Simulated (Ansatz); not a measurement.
**CH5ClGeSe: small, medium and large basis sets**

One table from this session's results is given with a row withheld; the runs are named, their logs left out.

Method: one geometry, several basis sets; program: Ansatz 0.2.0, Gaussian basis.

The runs, in order: PBE0-D4/def2-SVP; ωB97M-V/def2-SVP; PBE0-D4/def2-QZVPP; ωB97M-V/def2-QZVPP; the functionals' def2-TZVPP values are taken from earlier runs.

## The geometry

All runs share one geometry, relaxed beforehand with PBE0-D4 in a triple-zeta def2 set.

SMILES `[CH3][GeH]([Cl])[SeH]`, 9 atoms, charge 0, spin multiplicity 1.

Atoms are counted from 1 here; the program's logs count them from 0.

Bond lengths: C1–Ge2 1.939 Å, C1–H5 1.090 Å, C1–H6 1.090 Å, C1–H7 1.091 Å, Ge2–Cl3 2.166 Å, Ge2–Se4 2.346 Å, Ge2–H8 1.535 Å, Se4–H9 1.469 Å. Angles: Ge2–C1–H5 109.7°, Ge2–C1–H6 109.5°, Ge2–C1–H7 109.4°, H5–C1–H6 109.4°, H5–C1–H7 109.8°, H6–C1–H7 109.1°, C1–Ge2–Cl3 106.5°, C1–Ge2–Se4 112.3°, C1–Ge2–H8 115.1°, Cl3–Ge2–Se4 110.3°, Cl3–Ge2–H8 106.4°, Se4–Ge2–H8 106.0°, Ge2–Se4–H9 92.2°.

Set-up of the first run:

Input file in.yaml:

```yaml
crystal:
  periodic: [false, false, false]
  atoms:
    - {symbol: C, position_ang: [0.007973, 0.627789, -1.078859]}
    - {symbol: Ge, position_ang: [0.311673, -0.744615, 0.256596]}
    - {symbol: Cl, position_ang: [2.229260, -0.308263, 1.163246]}
    - {symbol: Se, position_ang: [-1.371017, -0.785505, 1.890180]}
    - {symbol: H, position_ang: [-0.939474, 0.443736, -1.586265]}
    - {symbol: H, position_ang: [-0.024017, 1.604098, -0.595313]}
    - {symbol: H, position_ang: [0.823146, 0.615261, -1.803172]}
    - {symbol: H, position_ang: [0.405788, -2.175770, -0.289909]}
    - {symbol: H, position_ang: [-1.354734, 0.677070, 2.026295]}
basis:
  gaussian: {orbitals: def2-SVP}
hamiltonian: {xc: pbe0, dispersion: d4}
output: {orbitals: {seedname: orbitals}}
```

Steps of the session up to this table: PBE0-D4 in def2-SVP; ωB97M-V in def2-SVP; PBE0-D4 in def2-QZVPP; ωB97M-V in def2-QZVPP.

One of the session's tables, all rows but one given; the rest of the session is left out.

It belongs to the step «Density functionals: the series». 

```
functional       basis  HOMO (eV)
   PBE0-D4    def2-SVP          ?
   PBE0-D4  def2-TZVPP      -7.23
   PBE0-D4  def2-QZVPP      -7.25
   ωB97M-V    def2-SVP      -9.24
   ωB97M-V  def2-TZVPP      -9.39
   ωB97M-V  def2-QZVPP      -9.42
```

Estimate the missing values for PBE0-D4, def2-SVP.

The run gave: HOMO (eV): -7.10. In the column «HOMO (eV)» it is the highest.
